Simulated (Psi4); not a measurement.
**One shape, several levels: doublet AlNH3OF+**

We compute a comparison of 6 runs (UHF/STO-3G, UHF/cc-pVDZ, U-wB97X-V/cc-pVDZ, UHSE06/cc-pVDZ, UTPSSh/cc-pVDZ, UMP2/cc-pVDZ) of doublet AlNH3OF+. 

The calculation is run with Psi4 1.11.

**1. The system as given**

AlNH3OF+: 7 atoms, total charge +1, spin state doublet. SMILES of the parent species: `[NH2][Al]([OH])[F]`. Geometry: relaxed at PBE0-D4/def2-TZVP. This is one conformer, not always the lowest. That shape belongs to the parent species and isn't relaxed for this state.

Bond lengths: N1–Al2 1.755 Å, Al2–O3 1.685 Å, Al2–F4 1.644 Å, N1–H5 1.006 Å, N1–H6 1.006 Å, O3–H7 0.954 Å. Angles: N1–Al2–O3 124.9°, N1–Al2–F4 118.1°, O3–Al2–F4 117.0°, Al2–N1–H5 123.7°, Al2–N1–H6 125.7°, Al2–O3–H7 124.9°, H5–N1–H6 110.6°.

**2. Energy and gradient at UHF/STO-3G (run 1)**

File run_ase.py:

```python
import numpy as np
from ase.calculators.psi4 import Psi4
from ase import Atoms

a = Atoms(['N', 'Al', 'O', 'F', 'H', 'H', 'H'], positions=[
    [-0.569800, 0.926800, -0.530800],
    [-0.133300, -0.630000, 0.151800],
    [1.368400, -1.004200, 0.819000],
    [-1.265600, -1.822100, 0.146500],
    [-1.473200, 1.130200, -0.925100],
    [0.029600, 1.732300, -0.586700],
    [2.105200, -0.401000, 0.879500],
])
calc = Psi4(atoms=a, method='scf', basis='STO-3G', memory='2200MB', num_threads=1, charge=1, multiplicity=2, label='psi4-calc', reference='uhf')
calc.psi4.set_options({'puream': True, 'e_convergence': 1e-09, 'd_convergence': 1e-08, 'scf_type': 'pk', 'maxiter': 100})
a.calc = calc

forces = a.get_forces()
print(f'energy: {a.get_potential_energy():.6f} eV')
print('forces / eV A^-1')
print(np.round(forces, 5))
```

Command:

```bash
python run_ase.py
```

psi4-calc.dat:

```text
[...]
  Running in c1 symmetry.
[...]
  Nuclear repulsion =  160.681135521526329
[...]
  Multiplicity = 2
[...]
  Nalpha       = 20
  Nbeta        = 19
[...]
    Number of basis functions: 27
[...]
   @UHF iter   1:  -466.10640981362832   -2.37124e+00   1.59897e-02 DIIS/ADIIS
[...]
   @UHF iter  14:  -466.27758282746174   -9.09495e-13   6.69656e-09 DIIS
[...]
   @S^2 Observed:                7.594207944E-01
[...]
  @UHF Final Energy:  -466.27758282746174
   => Energetics <=
    Nuclear Repulsion Energy =            160.6811355215263291
    One-Electron Energy =                -962.9236389279453761
    Two-Electron Energy =                 335.9649205789572761
    Total Energy =                       -466.2775828274617425
  UHF NO Occupations:
  HONO-2 :   18  A 1.9987193
  HONO-1 :   19  A 1.9975313
[...]
 Multipole Moments:
 ------------------------------------------------------------------------------------
     Multipole            Electronic (a.u.)      Nuclear  (a.u.)        Total (a.u.)
 ------------------------------------------------------------------------------------
 L = 1.  Multiply by 2.5417464519 to convert [e a0] to [Debye]
 Dipole X            :         -2.3368135            2.1020419           -0.2347715
 Dipole Y            :         -1.9367964            5.2268855            3.2900891
 Dipole Z            :         -0.1875019           -1.0084989           -1.1960008
 Magnitude           :                                                    3.5085926
[...]
  -Total Gradient:
     Atom            X                  Y                   Z
    ------   -----------------  -----------------  -----------------
       1        0.003822016988    -0.013091080181     0.005797277684
       2       -0.039414919329     0.120731790069    -0.054941292505
       3        0.063298587107     0.012991728360     0.018363314300
       4       -0.022351242278    -0.038657942268     0.004997397921
       5        0.042487601068    -0.012836741454     0.019643448217
       6       -0.026554146568    -0.040788291293     0.004193690738
       7       -0.021287896989    -0.028349463234     0.001946163644
[...]
```

The script printed:

```text
energy: -12688.059301 eV
forces / eV A^-1
[[-0.19654  0.67317 -0.29811]
 [ 2.0268  -6.20828  2.82519]
 [-3.25494 -0.66806 -0.94428]
 [ 1.14935  1.98787 -0.25698]
 [-2.1848   0.66009 -1.01011]
 [ 1.36547  2.09742 -0.21565]
 [ 1.09467  1.45779 -0.10008]]
```

It took 1.9 s on 1 thread of Intel Xeon Platinum 8488C (Sapphire Rapids), shared host; peak memory 0.19 GiB.

**3. Energy and gradient at UHF/cc-pVDZ (run 2)**

File alfh3no.in:

```
memory 2.2 GB

molecule geom {
  1 2
  N     -0.569800     0.926800    -0.530800
  Al    -0.133300    -0.630000     0.151800
  O      1.368400    -1.004200     0.819000
  F     -1.265600    -1.822100     0.146500
  H     -1.473200     1.130200    -0.925100
  H      0.029600     1.732300    -0.586700
  H      2.105200    -0.401000     0.879500
  units angstrom
  symmetry c1
  no_reorient
  no_com
}

set reference uhf
set puream true
set e_convergence 1e-09
set d_convergence 1e-08
set scf_type pk
set maxiter 100

e, wfn = gradient('scf/cc-pVDZ', return_wfn=True)
oeprop(wfn, 'MAYER_INDICES', 'LOWDIN_CHARGES', 'QUADRUPOLE', title='SCF')
```

Command:

```bash
psi4 -i alfh3no.in -o alfh3no.out -n 1
```

alfh3no.out:

```text
[...]
  Running in c1 symmetry.
[...]
  Nuclear repulsion =  160.681135521526301
[...]
  Multiplicity = 2
[...]
  Nalpha       = 20
  Nbeta        = 19
[...]
    Number of basis functions: 75
[...]
   @UHF iter   1:  -472.08849899362019   -9.60044e-01   8.21517e-03 DIIS/ADIIS
[...]
   @UHF iter  15:  -472.26089062295222   -6.82121e-13   4.51441e-09 DIIS
[...]
   @S^2 Observed:                7.576061273E-01
[...]
  @UHF Final Energy:  -472.26089062295222
   => Energetics <=
    Nuclear Repulsion Energy =            160.6811355215263006
    One-Electron Energy =                -966.9294088351539358
    Two-Electron Energy =                 333.9873826906753607
    Total Energy =                       -472.2608906229522177
  UHF NO Occupations:
  HONO-2 :   18  A 1.9992628
  HONO-1 :   19  A 1.9974688
[...]
  -Total Gradient:
     Atom            X                  Y                   Z
    ------   -----------------  -----------------  -----------------
       1        0.018369200907    -0.058471256183     0.026360911167
       2       -0.033851961571     0.100414528371    -0.046095303166
       3       -0.001666482926    -0.027384032060     0.008677875178
       4        0.010000878695    -0.008854932003     0.006589389211
       5        0.012817511304    -0.004667603608     0.006189977183
       6       -0.007001244423    -0.012172922800     0.001580460671
       7        0.001332098013     0.011136218285    -0.003303310244
[...]
 Multipole Moments:
 ------------------------------------------------------------------------------------
     Multipole            Electronic (a.u.)      Nuclear  (a.u.)        Total (a.u.)
 ------------------------------------------------------------------------------------
 L = 1.  Multiply by 2.5417464519 to convert [e a0] to [Debye]
 Dipole X            :         10.0821532          -10.3993518           -0.3171986
 Dipole Y            :         47.3260411          -44.7362425            2.5897987
 Dipole Z            :        -11.3996617           10.3859348           -1.0137269
 Magnitude           :                                                    2.7991631
 L = 2.  Multiply by 1.3450342976 to convert [e a0^2] to [Debye ang]
 Quadrupole XX       :       -153.5984331          137.4952807          -16.1031523
 Quadrupole XY       :        -19.4336302           16.7784423           -2.6551880
[...]
```

It took 12 s on 1 thread of Intel Xeon Platinum 8488C (Sapphire Rapids), shared host; peak memory 0.33 GiB.

Runs 3 to 5 aren't shown in full; the table further down has their settings and results.

**4. A single-point energy at UMP2/cc-pVDZ (run 6)**

File alfh3no.json:

```json
{
 "schema_name": "qcschema_input",
 "schema_version": 1,
 "molecule": {
  "schema_name": "qcschema_molecule",
  "schema_version": 2,
  "symbols": ["N", "Al", "O", "F", "H", "H", "H"],
  "geometry": [-1.07676595, 1.75139817, -1.00306663, -0.25190049, -1.19052746, 0.28686043, 2.58590123, -1.89766297, 1.5476857, -2.39163738, -3.44326997, 0.27684488, -2.78394453, 2.13576847, -1.74818564, 0.05593589, 3.27357257, -1.10870232, 3.97825144, -0.75778018, 1.66201413],
  "molecular_charge": 1,
  "molecular_multiplicity": 2,
  "fix_symmetry": "c1"
 },
 "driver": "energy",
 "model": {
  "method": "mp2",
  "basis": "cc-pVDZ"
 },
 "keywords": {
  "reference": "uhf",
  "puream": true,
  "e_convergence": 1e-09,
  "d_convergence": 1e-08,
  "scf_type": "pk",
  "num_frozen_docc": 8,
  "mp2_type": "conv",
  "maxiter": 100
 }
}
```

Command:

```bash
psi4 --qcschema alfh3no.json -n 1 --memory 2200MB
```

stdout:

```text
[...]
  Running in c1 symmetry.
[...]
  Nuclear repulsion =  160.681135616105109
[...]
  Multiplicity = 2
[...]
  Nalpha       = 20
  Nbeta        = 19
[...]
    Number of basis functions: 75
[...]
   @UHF iter   1:  -472.08849899435631   -9.60044e-01   8.21517e-03 DIIS/ADIIS
[...]
   @UHF iter  15:  -472.26089062347654   -1.13687e-12   4.51441e-09 DIIS
[...]
   @S^2 Observed:                7.576061274E-01
[...]
    Orbital Energies [Eh]
    ---------------------
    Alpha Occupied:
       1A    -58.766131     2A    -26.445629     3A    -20.743136
       4A    -15.971467     5A     -5.180614     6A     -3.496818
       7A     -3.496212     8A     -3.495172     9A     -1.726547
      10A     -1.560693    11A     -1.502955    12A     -1.040775
      13A     -0.992233    14A     -0.907754    15A     -0.883380
      16A     -0.832053    17A     -0.800820    18A     -0.796435
      19A     -0.712021    20A     -0.692039
    Alpha Virtual:
      21A     -0.125518    22A     -0.082997    23A     -0.034976
      24A     -0.021041    25A     -0.006749    26A      0.058274
[...]
  @UHF Final Energy:  -472.26089062347654
   => Energetics <=
    Nuclear Repulsion Energy =            160.6811356161051094
    One-Electron Energy =                -966.9294090236101056
    Two-Electron Energy =                 333.9873827840283980
    Total Energy =                       -472.2608906234765414
  UHF NO Occupations:
  HONO-2 :   18  A 1.9992628
  HONO-1 :   19  A 1.9974688
[...]
 Multipole Moments:
 ------------------------------------------------------------------------------------
     Multipole            Electronic (a.u.)      Nuclear  (a.u.)        Total (a.u.)
 ------------------------------------------------------------------------------------
 L = 1.  Multiply by 2.5417464519 to convert [e a0] to [Debye]
 Dipole X            :         -2.1067057            2.1020419           -0.0046638
 Dipole Y            :         -1.3880087            5.2268855            3.8388768
 Dipole Z            :         -0.2900888           -1.0084989           -1.2985877
 Magnitude           :                                                    4.0525705
[...]
	SCS-MP2 Total Energy (a.u.)        :  -472.81376617970460
	SOS-MP2 Total Energy (a.u.)        :  -472.76441603603604
	SCSN-MP2 Total Energy (a.u.)       :  -472.52145938204666
[...]
	SOS-PI-MP2 Total Energy (a.u.)     :  -472.84833693812931
[...]
	MP2 Total Energy (a.u.)            :  -472.82854556494851
[...]
```

The result, in JSON:

```text
{
 "driver": "energy",
 "model": {
  "method": "mp2",
  "basis": "cc-pVDZ"
 },
 "success": true,
 "return_result": -472.8285455649485,
 "properties": {
  "calcinfo_nbasis": 75,
  "calcinfo_nmo": 75,
  "calcinfo_nalpha": 20,
  "calcinfo_nbeta": 19,
  "calcinfo_natom": 7,
  "nuclear_repulsion_energy": 160.6811356161051,
  "return_energy": -472.8285455649485,
  "scf_one_electron_energy": -966.9294090236101,
  "scf_two_electron_energy": 333.9873827840284,
  "scf_dipole_moment": [-0.004663758903654003, 3.838876848009495, -1.2985877278865012],
  "scf_total_energy": -472.26089062347654,
  "scf_iterations": 15,
  "mp2_same_spin_correlation_energy": -0.14805043100574836,
  "mp2_opposite_spin_correlation_energy": -0.4196045104662487,
  "mp2_singles_energy": 0.0,
  "mp2_doubles_energy": -0.567654941471997,
  "mp2_correlation_energy": -0.5676549414719716,
  "mp2_total_energy": -472.8285455649485
 }
}
```

Run time: 7.5 s. Hardware: 1 thread of Intel Xeon Platinum 8488C (Sapphire Rapids), shared host; peak memory 0.36 GiB.

**5. The series**

| run | level | task | integration grid | energy (Eh) | HOMO energy (eV) | LUMO energy (eV) | ⟨S²⟩ | wall time |
| --- | --- | --- | --- | --- | --- | --- | --- | --- |
| 1 | UHF/STO-3G | gradient | – | -466.277583 | -14.67 | -3.42 | 0.759 | 1.9 s |
| 2 | UHF/cc-pVDZ | gradient | – | -472.260891 | -18.75 | -7.31 | 0.758 | 12 s |
| 3 | U-wB97X-V/cc-pVDZ | energy | 99 radial × 590 angular | -473.718120 | -16.99 | -10.62 | 0.754 | 1.9 min |
| 4 | UHSE06/cc-pVDZ | gradient | 99 radial × 590 angular | -473.525203 | -14.34 | -13.02 | 0.758 | 59 s |
| 5 | UTPSSh/cc-pVDZ | gradient | 99 radial × 590 angular | -473.855693 | -14.16 | -13.01 | 0.758 | 73 s |
| 6 | UMP2/cc-pVDZ | energy | – | -472.828546 | -18.75 | -7.31 | 0.758 | 7.5 s |

**6. What came out**

| quantity | value |
| --- | --- |
| run 6: total energy | -472.82855 Eh |
| run 6: HOMO energy (Hartree–Fock orbitals) (highest over α and β) | -18.75 eV |
| run 6: LUMO energy (Hartree–Fock orbitals) (lowest over α and β) | -7.31 eV |
| run 6: correlation energy (8 core orbitals frozen) | -567.7 mEh |
| run 6: ⟨S²⟩ of the reference determinant | 0.758 |

In words: Totals of different functionals can't be ranked against each other. In run 1 the basis is minimal, so the values are rough. All runs together took 4.5 min, the longest 1.9 min.
